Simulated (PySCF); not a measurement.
# C7H5F2N: the cost of one run

Computed with PySCF 2.14.0 and routines of our own; the level stands in each step. Atoms count from 0.

## 1. The system as given

15 atoms, charge 0, multiplicity 1; geometry from: GFN2-xTB.

## 2. Magnetic properties: GIAO wB97X-D/pcSseg-1

Job settings and geometry (Å):

```
{"job": {"kind": "mag", "xc": "wB97X-D", "basis": "pcSseg-1", "isotopologues": 0}, "charge": 0, "multiplicity": 1}
C      3.055561     0.672991     0.250900
C      1.940989     0.713832    -0.448733
F      1.443210     1.881309    -0.911141
C      1.065946    -0.455797    -0.838389
F      1.717776    -1.634828    -0.545200
C     -0.210535    -0.392998    -0.144077
C     -1.233776    -0.337737     0.476953
C     -2.512945    -0.267631     1.156957
C     -3.584573    -0.271180     0.184417
N     -4.423806    -0.273650    -0.589381
H      3.437477    -0.264605     0.608310
H      3.608702     1.568538     0.468244
H      0.892536    -0.448856    -1.926323
H     -2.628974    -1.131884     1.819400
H     -2.572001     0.650485     1.751200
```

Level: GIAO wB97X-D/pcSseg-1 magnetisability, rotational g tensor and spin-rotation constants, non-relativistic, gas phase.

On the command line:

```sh
OMP_NUM_THREADS=1 python excited_run.py task.json out
```

One launch serves the whole session: the jobs run in the order shown.

Q: Estimate the wall time and peak memory of this first job on 1 thread of Arm Neoverse N1, shared host.

About 80 s, with a peak of 0.95 GiB.
